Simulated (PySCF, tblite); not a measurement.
# C3H11NSi2+ (doublet): geometry, infrared bands and EPR parameters

What infrared bands and EPR parameters should C3H11NSi2+ (doublet) (`C[Si@@H]1CC[SiH2][NH+]1`) show?

The runs use tblite 0.8.0 and PySCF 2.14.0, with density-fitted response routines of our own; the level of theory stands in each step. All values are computed, except where a source is named. Atoms count from 0, in the outputs and in this text.

## (1) The molecule as given

17 atoms, charge 1, multiplicity 2; geometry from: force field or distance geometry start.

Bonds of the start (Å): C0–Si1 1.86, Si1–C2 1.84, C2–C3 1.51, C3–Si4 1.84, Si4–N5 1.80, N5–Si1 1.79, C0–H6 1.09, C0–H7 1.09, C0–H8 1.10, Si1–H9 1.47, C2–H10 1.10, C2–H11 1.11, C3–H12 1.10, C3–H13 1.10, Si4–H14 1.47, Si4–H15 1.46, N5–H16 1.03.

## (2) Geometry optimisation with GFN2-xTB

What the job is given:

```
{"job": {"kind": "relax", "xc": "GFN2-xTB", "basis": "xTB"}, "charge": 1, "multiplicity": 2}
C      2.516300    -0.236300    -0.194200
Si     0.835400     0.239100     0.454800
C     -0.376100    -1.151500     0.412400
C     -1.679700    -0.624600    -0.146100
Si    -1.659700     1.215600    -0.077900
N      0.061800     1.557200    -0.469100
H      2.811400    -1.227100     0.155000
H      2.519300    -0.240900    -1.288800
H      3.261600     0.503600     0.133500
H      1.002600     0.666100     1.856000
H     -0.584400    -1.611800     1.385300
H     -0.023000    -1.953100    -0.271300
H     -1.835400    -0.992900    -1.169000
H     -2.510000    -1.009700     0.469900
H     -1.975000     1.723100     1.259900
H     -2.564200     1.819600    -1.050600
H      0.192000     1.335500    -1.469600
```

Launch:

```console
OMP_NUM_THREADS=1 python probes_run.py task.json out
```

The driver reads the jobs from task.json and runs them one after another.

**Question.** This job is followed by: GFN2-xTB harmonic vibrations, gas phase; UKS B3LYP, pcH-1 on C H N Si, non-relativistic, mean-field spin-orbit, GIAO. What will the session give for the following? strongest single infrared mode (GFN2-xTB); zero-point energy (GFN2-xTB); g(iso) (B3LYP); ⟨S²⟩; largest a(iso) (averaged by class).

The runs gave:

| quantity | value |
| --- | --- |
| strongest single infrared mode (GFN2-xTB) | 1148 cm⁻¹, 332 km/mol |
| zero-point energy (GFN2-xTB) | 81.4 kcal/mol |
| g(iso) (B3LYP) | 2.00377 |
| ⟨S²⟩ | 0.753 (exact 0.75) |
| largest a(iso) (averaged by class) | 1H on H12, 121.0 MHz |

**Reading.** Over 137 steps the energy fell by 1.272 eV; of the close pairs, Si1–C2 changed most, 1.845 to 2.026 Å. All 45 modes are real, so the xTB geometry is a minimum. The strongest single mode, at 1148 cm⁻¹, moves mainly H16 and N5. Unscaled tight-binding wavenumbers are off by several per cent, some by more. Its intensities can rank the bands wrongly. The largest spin populations lie on C2 (0.26 e), C3 (0.20 e). The isotropic g lies 1.5 ppt above the free-electron value.
